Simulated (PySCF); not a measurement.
# As²⁺: dipole response in aug-cc-pVDZ-PP with ECP10

How polarisable is As²⁺ at the levels listed below?

Program: PySCF 2.14.0. Level of theory: unrestricted determinants in a Gaussian basis, no spin-orbit coupling in the energies. These are calculated values, not measurements, unless marked.

## Step 1: The atom as given

| Property | Result |
| --- | --- |
| Element | arsenic (Z = 33) |
| Basis | aug-cc-pVDZ-PP with ECP10MDF |
| Hamiltonian | scalar relativity through the core potential |
| State 1 | As²⁺: [Ar] 3d10 4s2 4p1, 2P determinant |
| Methods | UHF, PBE, PBE0, LC-wPBE, wB97M-V |

Outer shells as boxes (Hund's rule):

As2+ [Ar] 3d10 4s2 4p1
```
[Ar] core
3d [↑↓][↑↓][↑↓][↑↓][↑↓]
4s [↑↓]
4p [↑ ][  ][  ]
```

One driver process ran all states and methods and kept the integrals in memory. Each run is shown as a PySCF script that sums up its settings (the driver passes frozen orbitals as a list and adds second-order terms of double hybrids); the logs are those of the runs themselves. The driver starts from symmetry-adapted Hartree-Fock orbitals, holds the occupation by maximum overlap and uses a logarithmic radial grid for functionals, so a plain start would take other cycles.

The integrals over 32 functions and the set-up took 0.08 s of CPU time.

## Step 2: As²⁺, method by method

UHF:

File input.py:

```python
from pyscf import gto, scf, dft, mp, cc
import basis_set_exchange as bse
txt = bse.get_basis("aug-cc-pVDZ-PP", elements=["As"], fmt="nwchem", header=False)
cut = txt.index("\nECP")
mol = gto.M(atom="As 0 0 0", charge=2, spin=1, symmetry="D2h",
            basis=gto.basis.parse(txt[:cut]),
            ecp={"As": gto.basis.parse_ecp(txt[cut:])})
mf = scf.UHF(mol)
mf.irrep_nelec = {'Ag': (4, 4), 'B1g': (1, 1), 'B2g': (1, 1), 'B3g': (1, 1), 'B1u': (1, 1), 'B2u': (2, 1), 'B3u': (1, 1)}
mf.kernel()
```

The log of the run:

```text
damping factor = 0
level_shift factor = 0
DIIS = <class 'pyscf.scf.diis.CDIIS'>
diis_start_cycle = 1
diis_space = 10
diis_damp = 0
SCF conv_tol = 1e-09
SCF conv_tol_grad = None
number electrons alpha = 11  beta = 10
cycle= 1 E= -330.190697052881  delta_E= -0.00336  |g|= 0.0197  |ddm|= 0.0756
cycle= 2 E= -330.191064136456  delta_E= -0.000367  |g|= 0.00658  |ddm|= 0.0257
cycle= 3 E= -330.191110780046  delta_E= -4.66e-05  |g|= 0.00019  |ddm|= 0.0144
cycle= 4 E= -330.191110827023  delta_E= -4.7e-08  |g|= 2.63e-05  |ddm|= 0.00162
cycle= 5 E= -330.191110827878  delta_E= -8.55e-10  |g|= 3.81e-06  |ddm|= 0.000226
converged SCF energy = -330.191110827878  <S^2> = 0.75810949  2S+1 = 2.0080931
```

It used 0.22 s of CPU time after the integrals (shared host).

Orbital energies by shell (radii are means over both spins):

```csv
shell,electrons,mean orbital energy (eV),spread (eV),rms radius (bohr)
3s α,1,-241.85,0,0.641
3s β,1,-241.63,0,0.641
3p α,3,-185.02,0.026,0.668
3p β,3,-184.77,0.672,0.668
3d α,5,-78.087,0.355,0.740
3d β,5,-77.915,0.669,0.740
4s α,1,-38.964,0,1.97
4s β,1,-36.205,0,1.97
4p α,1,-27.764,0,2.32
```

⟨S²⟩ = 0.758, ⟨L²⟩ = 2.02.

The driver then solved the coupled dipole response at imaginary frequencies: mean α = 10.80 bohr³ (xx, yy, zz: 10.85, 10.68, 10.85), C₆ = 46.02 au for a like pair.

Energies and moments cover only the electrons outside the core potential.

PBE:

input.py, as changed from the run before:

```diff
@@ -7,3 +7,3 @@
             ecp={"As": gto.basis.parse_ecp(txt[cut:])})
-mf = scf.UHF(mol)
+mf = dft.UKS(mol, xc="PBE")
 mf.irrep_nelec = {'Ag': (4, 4), 'B1g': (1, 1), 'B2g': (1, 1), 'B3g': (1, 1), 'B1u': (1, 1), 'B2u': (2, 1), 'B3u': (1, 1)}
```

The log of the run:

```text
damping factor = 0
level_shift factor = 0
DIIS = <class 'pyscf.scf.diis.CDIIS'>
diis_start_cycle = 1
diis_space = 10
diis_damp = 0
SCF conv_tol = 1e-09
SCF conv_tol_grad = None
number electrons alpha = 11  beta = 10
XC functionals = PBE
    J. P. Perdew, K. Burke, and M. Ernzerhof.,  Phys. Rev. Lett. 77, 3865 (1996)
    J. P. Perdew, K. Burke, and M. Ernzerhof.,  Phys. Rev. Lett. 78, 1396 (1997)
    J. P. Perdew, K. Burke, and M. Ernzerhof.,  Phys. Rev. Lett. 77, 3865 (1996)
    J. P. Perdew, K. Burke, and M. Ernzerhof.,  Phys. Rev. Lett. 78, 1396 (1997)
cycle= 1 E= -331.36135418724  delta_E= -0.00753  |g|= 0.0487  |ddm|= 0.317
cycle= 2 E= -331.361810561398  delta_E= -0.000456  |g|= 0.0214  |ddm|= 0.0758
cycle= 3 E= -331.361932842244  delta_E= -0.000122  |g|= 0.000482  |ddm|= 0.0353
cycle= 4 E= -331.361932944933  delta_E= -1.03e-07  |g|= 2.16e-05  |ddm|= 0.00194
cycle= 5 E= -331.361932945225  delta_E= -2.92e-10  |g|= 1.65e-07  |ddm|= 7.08e-05
converged SCF energy = -331.361932945225  <S^2> = 0.75156885  2S+1 = 2.0015682
```

It used 0.73 s of CPU time after the integrals (shared host).

The driver then solved the coupled dipole response at imaginary frequencies: mean α = 10.11 bohr³ (xx, yy, zz: 9.984, 10.35, 9.984), C₆ = 41.67 au for a like pair.

PBE0:

input.py, as changed from the run before:

```diff
@@ -7,3 +7,3 @@
             ecp={"As": gto.basis.parse_ecp(txt[cut:])})
-mf = dft.UKS(mol, xc="PBE")
+mf = dft.UKS(mol, xc="PBE0")
 mf.irrep_nelec = {'Ag': (4, 4), 'B1g': (1, 1), 'B2g': (1, 1), 'B3g': (1, 1), 'B1u': (1, 1), 'B2u': (2, 1), 'B3u': (1, 1)}
```

The log of the run:

```text
damping factor = 0
level_shift factor = 0
DIIS = <class 'pyscf.scf.diis.CDIIS'>
diis_start_cycle = 1
diis_space = 10
diis_damp = 0
SCF conv_tol = 1e-09
SCF conv_tol_grad = None
number electrons alpha = 11  beta = 10
XC functionals = PBE0
    C. Adamo and V. Barone.,  J. Chem. Phys. 110, 6158 (1999)
    M. Ernzerhof and G. E. Scuseria.,  J. Chem. Phys. 110, 5029 (1999)
cycle= 1 E= -331.327460801905  delta_E= -0.00503  |g|= 0.0256  |ddm|= 0.247
cycle= 2 E= -331.327628855439  delta_E= -0.000168  |g|= 0.00886  |ddm|= 0.0556
cycle= 3 E= -331.327650014098  delta_E= -2.12e-05  |g|= 0.00039  |ddm|= 0.0139
cycle= 4 E= -331.327650149262  delta_E= -1.35e-07  |g|= 1.19e-05  |ddm|= 0.000862
cycle= 5 E= -331.327650149348  delta_E= -8.68e-11  |g|= 4.52e-07  |ddm|= 4.56e-05
converged SCF energy = -331.327650149348  <S^2> = 0.75255242  2S+1 = 2.0025508
```

CPU time 0.83 s on a shared host, the integrals not counted.

The driver then solved the coupled dipole response at imaginary frequencies: mean α = 10.24 bohr³ (xx, yy, zz: 10.18, 10.35, 10.18), C₆ = 42.51 au for a like pair.

LC-wPBE:

input.py, as changed from the run before:

```diff
@@ -7,3 +7,3 @@
             ecp={"As": gto.basis.parse_ecp(txt[cut:])})
-mf = dft.UKS(mol, xc="PBE0")
+mf = dft.UKS(mol, xc="LC_WPBE")
 mf.irrep_nelec = {'Ag': (4, 4), 'B1g': (1, 1), 'B2g': (1, 1), 'B3g': (1, 1), 'B1u': (1, 1), 'B2u': (2, 1), 'B3u': (1, 1)}
```

The log of the run:

```text
damping factor = 0
level_shift factor = 0
DIIS = <class 'pyscf.scf.diis.CDIIS'>
diis_start_cycle = 1
diis_space = 10
diis_damp = 0
SCF conv_tol = 1e-09
SCF conv_tol_grad = None
number electrons alpha = 11  beta = 10
XC functionals = LC_WPBE
    O. A. Vydrov and G. E. Scuseria.,  J. Chem. Phys. 125, 234109 (2006)
cycle= 1 E= -331.399637304158  delta_E= -0.00841  |g|= 0.0327  |ddm|= 0.273
cycle= 2 E= -331.400062551093  delta_E= -0.000425  |g|= 0.00945  |ddm|= 0.102
cycle= 3 E= -331.400091463495  delta_E= -2.89e-05  |g|= 0.00156  |ddm|= 0.00699
cycle= 4 E= -331.400094480979  delta_E= -3.02e-06  |g|= 0.000124  |ddm|= 0.00536
cycle= 5 E= -331.40009449532  delta_E= -1.43e-08  |g|= 6.39e-06  |ddm|= 0.000447
cycle= 6 E= -331.40009449535  delta_E= -3.04e-11  |g|= 5.78e-07  |ddm|= 2.63e-05
converged SCF energy = -331.40009449535  <S^2> = 0.75340523  2S+1 = 2.0034023
```

It used 1.2 s of CPU time after the integrals (shared host).

The driver then solved the coupled dipole response at imaginary frequencies: mean α = 10.18 bohr³ (xx, yy, zz: 10.14, 10.25, 10.14), C₆ = 42.11 au for a like pair.

wB97M-V:

input.py, as changed from the run before:

```diff
@@ -7,3 +7,3 @@
             ecp={"As": gto.basis.parse_ecp(txt[cut:])})
-mf = dft.UKS(mol, xc="LC_WPBE")
+mf = dft.UKS(mol, xc="WB97M_V")
 mf.irrep_nelec = {'Ag': (4, 4), 'B1g': (1, 1), 'B2g': (1, 1), 'B3g': (1, 1), 'B1u': (1, 1), 'B2u': (2, 1), 'B3u': (1, 1)}
```

The log of the run:

```text
damping factor = 0
level_shift factor = 0
DIIS = <class 'pyscf.scf.diis.CDIIS'>
diis_start_cycle = 1
diis_space = 10
diis_damp = 0
SCF conv_tol = 1e-09
SCF conv_tol_grad = None
number electrons alpha = 11  beta = 10
XC functionals = WB97M_V
    N. Mardirossian and M. Head-Gordon.,  J. Chem. Phys. 144, 214110 (2016)
NLC functional = WB97M_V
cycle= 1 E= -331.17967331203  delta_E= -0.00449  |g|= 0.0216  |ddm|= 0.215
cycle= 2 E= -331.179857240573  delta_E= -0.000184  |g|= 0.00572  |ddm|= 0.069
cycle= 3 E= -331.179868002857  delta_E= -1.08e-05  |g|= 0.000849  |ddm|= 0.00459
cycle= 4 E= -331.179868682276  delta_E= -6.79e-07  |g|= 5.64e-05  |ddm|= 0.00254
cycle= 5 E= -331.179868685405  delta_E= -3.13e-09  |g|= 1.96e-06  |ddm|= 0.000193
cycle= 6 E= -331.179868685409  delta_E= -3.52e-12  |g|= 1.62e-07  |ddm|= 9.57e-06
converged SCF energy = -331.179868685409  <S^2> = 0.75177248  2S+1 = 2.0017717
```

CPU time 2.3 s on a shared host, the integrals not counted.

The driver then solved the coupled dipole response at imaginary frequencies: mean α = 10.14 bohr³ (xx, yy, zz: 10.08, 10.27, 10.08), C₆ = 41.58 au for a like pair.

Radial density 4πr²ρ of As²⁺ at UHF, the electrons outside the core potential:

```csv
r (bohr),density,spin density
0.000667,1.17e-05,0.000
0.00112,3.31e-05,0.000
0.00189,9.33e-05,0.000
0.00317,0.000261,0.000
0.00534,0.000714,0.000
0.00898,0.00185,0.000
0.0151,0.00420,0.000
0.0254,0.00794,0.000
0.0427,0.0178,0.000
0.0719,0.104,0.000
0.121,0.919,0.000
0.203,5.59,0.005
0.342,21.2,0.060
0.575,29.0,0.049
0.968,9.27,0.070
1.63,2.52,0.536
2.74,0.696,0.311
4.61,0.0270,0.018
7.75,3.13e-05,0.000
```

## Step 3: Polarisabilities and C₆

As²⁺, in atomic units:

| method | mean α | C₆ (like pair) | S(−4) |
| --- | --- | --- | --- |
| UHF | 10.80 | 46.02 | 41.24 |
| PBE | 10.11 | 41.67 | 35.76 |
| PBE0 | 10.24 | 42.51 | 36.59 |
| LC-wPBE | 10.18 | 42.11 | 36.26 |
| wB97M-V | 10.14 | 41.58 | 36.72 |

α(iu) at wB97M-V:

```
u (hartree)  α(iu) (bohr³)
          0          10.14
     0.0500          10.05
      0.100          9.791
      0.200          8.869
      0.300          7.679
      0.500          5.410
      0.750          3.474
       1.00          2.341
       1.50          1.235
       2.00         0.7534
       3.00         0.3614
       5.00         0.1378
```

## Step 4: What came out

| quantity | value |
| --- | --- |
| α of As²⁺ | 10.11 (PBE) to 10.80 (UHF) bohr³ |

In words: A single London oscillator with the computed α and C₆ of As²⁺ at UHF would have ω = 4 C₆ / (3 α²) = 0.526 hartree. The basis is finite, and no extrapolation was made.
